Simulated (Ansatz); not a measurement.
This script for Ansatz's Python interface starts 6 runs on CH6O2Si2, SMILES O=C[SiH2]O[SiH3]. What input does the engine get in each?

Script `ch6o2si2.py`:
```python
"""CH6O2Si2 at several levels of theory."""

from pathlib import Path

import ansatz
import numpy as np


def main() -> None:
    ch6o2si2 = (
        ansatz.Crystal.molecule()
        .atom("O", (-0.9769, 0.8775, 1.8435))
        .atom("C", (-0.0857, 0.161, 2.0094))
        .atom("Si", (0.3918, -1.0167, 0.631))
        .atom("O", (0.6652, -0.3241, -0.8627))
        .atom("Si", (-0.2425, 0.7235, -1.8301))
        .atom("H", (0.5051, 0.1418, 2.9386))
        .atom("H", (1.7535, -1.6419, 1.0012))
        .atom("H", (-0.4993, -2.1296, 0.5309))
        .atom("H", (0.3414, 0.7277, -3.1341))
        .atom("H", (-1.6654, 0.3242, -1.8674))
        .atom("H", (-0.1219, 2.0997, -1.2395))
    )

    base = ch6o2si2.calculation().basis(gaussian="cc-pVDZ")

    print("functional    E (Ha)        dipole (D)   HOMO (eV)  LUMO (eV)")
    for name in ["lc_wpbe", "blyp", "pbe", "lda", "cam_b3lyp", "b3lyp"]:
        summary = base.functional(name).forces().orbitals().run(threads=1, runs_dir="runs").report
        lines = Path(summary["orbitals_path"]).read_text().splitlines()
        field_of = lambda key: [line.split("=")[1].strip() for line in lines if line.startswith(key)]
        orbitals = [(27.211386 * float(e), s, float(n)) for e, s, n in zip(field_of("Ene="), field_of("Spin="), field_of("Occup="))]
        homo = max(e for e, _, n in orbitals if n > 0.5)
        lumo = min(e for e, _, n in orbitals if n < 0.5)
        dipole = 4.803205 * np.linalg.norm(summary["charge_distribution"]["dipole_moment_e_ang"])
        print(f"{name:10s} {summary['free_energy_ev'] / 27.211386246:14.6f} {dipole:9.3f} {homo:11.3f} {lumo:10.3f}")


if __name__ == "__main__":
    main()
```

Run 1:
```yaml
crystal:
  periodic: [false, false, false]
  atoms:
    - { symbol: O, position_ang: [-0.9769, 0.8775, 1.8435] }
    - { symbol: C, position_ang: [-0.0857, 0.161, 2.0094] }
    - { symbol: Si, position_ang: [0.3918, -1.0167, 0.631] }
    - { symbol: O, position_ang: [0.6652, -0.3241, -0.8627] }
    - { symbol: Si, position_ang: [-0.2425, 0.7235, -1.8301] }
    - { symbol: H, position_ang: [0.5051, 0.1418, 2.9386] }
    - { symbol: H, position_ang: [1.7535, -1.6419, 1.0012] }
    - { symbol: H, position_ang: [-0.4993, -2.1296, 0.5309] }
    - { symbol: H, position_ang: [0.3414, 0.7277, -3.1341] }
    - { symbol: H, position_ang: [-1.6654, 0.3242, -1.8674] }
    - { symbol: H, position_ang: [-0.1219, 2.0997, -1.2395] }
basis:
  gaussian:
    orbitals: cc-pVDZ
hamiltonian:
  xc: lc_wpbe
output:
  orbitals: {}
  forces: true
```

Run 2, against run 1:
```diff
-  xc: lc_wpbe
+  xc: blyp
```

Run 3, against run 1:
```diff
-  xc: lc_wpbe
+  xc: pbe
```

Run 4, against run 1:
```diff
-  xc: lc_wpbe
+  xc: lda
```

Run 5, against run 1:
```diff
-  xc: lc_wpbe
+  xc: cam_b3lyp
```

Run 6, against run 1:
```diff
-  xc: lc_wpbe
+  xc: b3lyp
```

Running `python ch6o2si2.py` prints:
```text
functional    E (Ha)        dipole (D)   HOMO (eV)  LUMO (eV)
lc_wpbe       -770.860811     0.602      -9.584      0.966
blyp          -771.101795     0.431      -5.311     -2.491
pbe           -770.639769     0.439      -5.419     -2.682
lda           -767.351686     0.479      -5.504     -2.923
cam_b3lyp     -771.101713     0.576      -8.293     -0.264
b3lyp         -771.207314     0.531      -6.683     -1.768
```

Reading the output:
- Total energies depend on the basis set; only differences at equal settings carry meaning.
- The geometry is a force-field or estimated start, not a minimum of this method, and the basis set is short of its limit. A lower total doesn't mark the better method: functionals have no common bound, and MP2 and coupled cluster aren't variational.
- b3lyp holds the VWN-RPA fit, as in Gaussian; the form of ORCA and Turbomole is b3lyp5.
- Levels such as HOMO and LUMO are orbital energies: with these approximate functionals they aren't the ionisation energy and electron affinity, and their gap isn't the fundamental gap.
- For Al to Cl the sets with a tight d function, cc-pV(X+d)Z, are usual.
- Run time: 29 s on 1 thread of Arm Neoverse V1, on a shared host, peak memory 0.33 GiB.
